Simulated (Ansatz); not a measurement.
# RbZn (NaTl type): a single-point run

Aim: a sound single-point run of RbZn (NaTl type). The structure is shown as the input types it.

Method: DFT, PBEsol, all-electron PAW with datasets made for the crystal, scalar-relativistic, in Ansatz 0.2.0.

**1. The system as given**

It takes space group Fd-3m (No. 227, cubic). Conventional cell: a = 8.152 Å, b = 8.152 Å, c = 8.152 Å, α = 90.00°, β = 90.00°, γ = 90.00°. Rb (site symmetry -43m) has 4 Rb at 3.53 Å and 4 Zn at 3.53 Å as nearest neighbours. Around Zn (site symmetry -43m) lie 4 Zn at 3.53 Å and 4 Rb at 3.53 Å.

Coordinates:

```cif
data_structure
_symmetry_space_group_name_H-M 'Fd-3m:1'
_symmetry_Int_Tables_number 227
_cell_length_a 8.1515
_cell_length_b 8.1515
_cell_length_c 8.1515
_cell_angle_alpha 90.000
_cell_angle_beta 90.000
_cell_angle_gamma 90.000
_cell_volume 541.65
loop_
_atom_site_label
_atom_site_type_symbol
_atom_site_symmetry_multiplicity
_atom_site_Wyckoff_symbol
_atom_site_fract_x
_atom_site_fract_y
_atom_site_fract_z
_atom_site_occupancy
Rb1 Rb 8 b 0.75000 0.75000 0.75000 1
Zn1 Zn 8 a 0.00000 0.00000 0.00000 1
```

**2. Running it**

input.yaml reads:

```yaml
crystal:
  lattice:
    - [0.0, 4.075760548, 4.075760548]
    - [4.075760548, 0.0, 4.075760548]
    - [4.075760548, 4.075760548, 0.0]
  atoms:
    - { symbol: Rb, position: [0.125, 0.125, 0.125] }
    - { symbol: Rb, position: [-0.125, -0.125, -0.125] }
    - { symbol: Zn, position: [0.375, 0.375, 0.375] }
    - { symbol: Zn, position: [-0.375, -0.375, -0.375] }
kpoints:
  mp_grid: { grid: [7, 7, 7] }
scf:
  occupations: { method: fermi_dirac, width: 0.05 }
  max_iter: 80
hamiltonian:
  xc: pbesol
  pseudopotentials: { kind: all_electron, datasets: crystal }
output:
  forces: true
  stress: true
  eigenvalues: true
  efg: { contact_densities: true }
magnetization:
  spin_polarized: true
  initial_magnetization: 40
```

Run with:

```bash
> ansatz run input.yaml --threads 1 --pin off --max-ram 3072MiB --backend cpu --events-out ev --progress --plain --runs-dir out
```

**Question.** How will this run end, and is anything wrong with its input?

The run converged and reported no error, with warnings (crystal datasets made, gradients without spin orbit, seeded moment not kept). Its log warns: «the starting moments were not kept: the SCF closed with an absolute magnetisation of 2.5e-4 μB, where they sum to 40 μB in size (4 sites) ...»

In the input, magnetization.spin_polarized is true; magnetization.initial_magnetization is 40. What could go wrong: unrealistic starting moment. The run ends with a total moment of 0.00 μB. It still converged here, which does not make the setting sound.

The test: delete magnetization.spin_polarized and magnetization.initial_magnetization (the default then holds).
